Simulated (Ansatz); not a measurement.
# LuCrB2O6 (R-3): magnetic orders compared

One table from this session's results is given with a row withheld; the runs are named, their logs left out.

Program: Ansatz 0.2.0. Level of theory: DFT PBE, scalar-relativistic, plane waves, PAW. These are calculated values, not measurements.

### The starting structure

Symmetry: R-3, No. 148, trigonal system. Conventional cell: a = 4.773 Å, b = 4.773 Å, c = 15.458 Å, α = 90.00°, β = 90.00°, γ = 120.00°. Around Lu (site symmetry -3) lie 6 O at 2.26 Å. Cr (site symmetry -3) is surrounded by 6 O at 2.02 Å. Around B (site symmetry 3) lie 3 O at 1.39 Å. Around O (site symmetry 1) lie 1 B at 1.39 Å.

As a file:

```xyz
10
Lattice="2.3867 1.3779 5.1526 -2.3867 1.3779 5.1526 0.0000 -2.7559 5.1526" Properties=species:S:1:pos:R:3 pbc="T T T"
Lu    0.0000    0.0000    7.7289
Cr    2.3867    1.3779    5.1526
B     0.0000    0.0000   11.4518
B     0.0000    0.0000    4.0061
O     1.7853   -0.1304    6.3458
O    -1.0056   -1.4809    6.3458
O    -0.7797    1.6113    6.3458
O     1.0056    1.4809    9.1121
O     0.7797   -1.6113    9.1121
O    -1.7853    0.1304    9.1121
```

An earlier run at PBE left this cell at 10.167 Å³/atom and -0.02 GPa (6×6×6 mesh).

Set-up of the first run:

input.yaml

```yaml
crystal:
  lattice:
    - [2.3866734782, -1.3779465785, 10.3052650515]
    - [0.0, 2.7558931469, 10.3052650528]
    - [-2.3866734782, -1.3779465785, 10.3052650515]
  atoms:
    - { symbol: Lu, position: [0.25, 0.25, 0.25] }
    - { symbol: Cr, position: [0.5, 0.5, -0.5], spin: 3.0 }
    - { symbol: B, position: [0.3704175573, 0.3704175573, 0.3704175573] }
    - { symbol: B, position: [0.1295824427, 0.1295824427, 0.1295824427] }
    - { symbol: O, position: [0.5950386544, 0.1737190179, -0.1529713468] }
    - { symbol: O, position: [0.1737190179, -0.1529713468, 0.5950386544] }
    - { symbol: O, position: [-0.1529713468, 0.5950386544, 0.1737190179] }
    - { symbol: O, position: [0.3262809821, 0.6529713468, -0.0950386544] }
    - { symbol: O, position: [0.6529713468, -0.0950386544, 0.3262809821] }
    - { symbol: O, position: [-0.0950386544, 0.3262809821, 0.6529713468] }
    - { symbol: Lu, position: [0.75, 0.75, 0.75] }
    - { symbol: Cr, position: [1.0, 1.0, 0.0], spin: -3.0 }
    - { symbol: B, position: [0.8704175573, 0.8704175573, 0.8704175573] }
    - { symbol: B, position: [0.6295824427, 0.6295824427, 0.6295824427] }
    - { symbol: O, position: [1.0950386544, 0.6737190179, 0.3470286532] }
    - { symbol: O, position: [0.6737190179, 0.3470286532, 1.0950386544] }
    - { symbol: O, position: [0.3470286532, 1.0950386544, 0.6737190179] }
    - { symbol: O, position: [0.8262809821, 1.1529713468, 0.4049613456] }
    - { symbol: O, position: [1.1529713468, 0.4049613456, 0.8262809821] }
    - { symbol: O, position: [0.4049613456, 0.8262809821, 1.1529713468] }
basis:
  ecutwfc: 420
  ecutrho_ratio: 4
kpoints:
  mp_grid: { grid: [6, 6, 6] }
hamiltonian:
  xc: pbe
scf:
  occupations: { method: gaussian, width: 0.05 }
  lower_state_search: "off"
output:
  forces: true
  stress: true
  eigenvalues: true
  populations: true
magnetization:
  spin_polarized: true
```

Command:

```bash
$ ansatz run input.yaml --threads 4 --pin off --max-ram 10240MiB --backend cpu --events-out ev --progress --plain --runs-dir out
```

Steps of the session up to this table: Antiferromagnetic, propagation vector (0, 0, 3/2); Antiferromagnetic, propagation vector (0, -1/2, 1/2); Antiferromagnetic, propagation vector (-1/2, 0, 1); No spin polarisation.

One of the session's tables, all rows but one given; the rest of the session is left out.

It belongs to the step «The orders side by side». 

| order | above the lowest (meV/atom) | largest moment (μB) | gap on the mesh (eV) |
| --- | --- | --- | --- |
| ferromagnetic | ? | ? | ? |
| antiferromagnetic, propagation vector (0, 0, 3/2) | 0.0 | 2.44 | 2.21 |
| antiferromagnetic, propagation vector (0, -1/2, 1/2) | 0.3 | 2.43 | 2.19 |
| antiferromagnetic, propagation vector (-1/2, 0, 1) | 0.4 | 2.43 | 2.13 |
| no spin polarisation | 211.9 | 0.00 | 0.00 |

**Question.** Estimate the row for ferromagnetic.

The run gave: above the lowest (meV/atom): 0.1; largest moment (μB): 2.44; gap on the mesh (eV): 1.97. In the column «above the lowest (meV/atom)» it lies between antiferromagnetic, propagation vector (0, 0, 3/2) (0.0) and antiferromagnetic, propagation vector (0, -1/2, 1/2) (0.3).

The first row is the run of the earlier session that started with parallel moments (-2183.7866 eV/atom).

Limits of these values: Only these orders were tried, at zero temperature; the one found in experiment may not be among them.
